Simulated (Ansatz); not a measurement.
# LiGe16: the cost of one run

Method: DFT PBE+D3(BJ), plane waves, PAW, scalar-relativistic, no spin polarisation, in Ansatz 0.2.0.

### 1 The system as given

The cell holds 17 atoms (Ge16Li): a = 8.004 Å, b = 8.004 Å, c = 8.004 Å, α = 60.00°, β = 60.00°, γ = 60.00°.

Its coordinates follow in the input file.

### 2 Preparing the start

Contents of input.yaml:

```yaml
accuracy: low
crystal:
  lattice:
    - [0.0, 5.66, 5.66]
    - [5.66, 0.0, 5.66]
    - [5.66, 5.66, 0.0]
  atoms:
    - { symbol: Ge, position: [0.0, 0.0, 0.0] }
    - { symbol: Ge, position: [0.125, 0.125, 0.125] }
    - { symbol: Ge, position: [0.0, 0.0, 0.5] }
    - { symbol: Ge, position: [0.125, 0.125, 0.625] }
    - { symbol: Ge, position: [0.0, 0.5, 0.0] }
    - { symbol: Ge, position: [0.125, 0.625, 0.125] }
    - { symbol: Ge, position: [0.0, 0.5, 0.5] }
    - { symbol: Ge, position: [0.125, 0.625, 0.625] }
    - { symbol: Ge, position: [0.5, 0.0, 0.0] }
    - { symbol: Ge, position: [0.625, 0.125, 0.125] }
    - { symbol: Ge, position: [0.5, 0.0, 0.5] }
    - { symbol: Ge, position: [0.625, 0.125, 0.625] }
    - { symbol: Ge, position: [0.5, 0.5, 0.0] }
    - { symbol: Ge, position: [0.625, 0.625, 0.125] }
    - { symbol: Ge, position: [0.5, 0.5, 0.5] }
    - { symbol: Ge, position: [0.625, 0.625, 0.625] }
    - { symbol: Li, position: [0.8771796, 0.3779856, 0.3708998] }
basis:
  ecutwfc: 420.0
kpoints:
  mp_grid: { grid: [2, 2, 2] }
hamiltonian:
  xc: pbe
  dispersion: d3bj
scf:
  occupations: { method: fermi_dirac, width: 0.15 }
  lower_state_search: "off"
relax:
  f_tol: 0.08
  max_steps: 25
  adjacent_minimum: "off"
```

The run is started by

```console
ansatz run input.yaml --threads 2 --pin off --max-ram 5120MiB --backend cpu --events-out ev --progress --plain --runs-dir out
```

Q: Estimate wall time and peak memory on 2 threads of AMD EPYC 7R43 (Zen 3), shared host.

About 27 s, with a peak of 1.1 GiB.
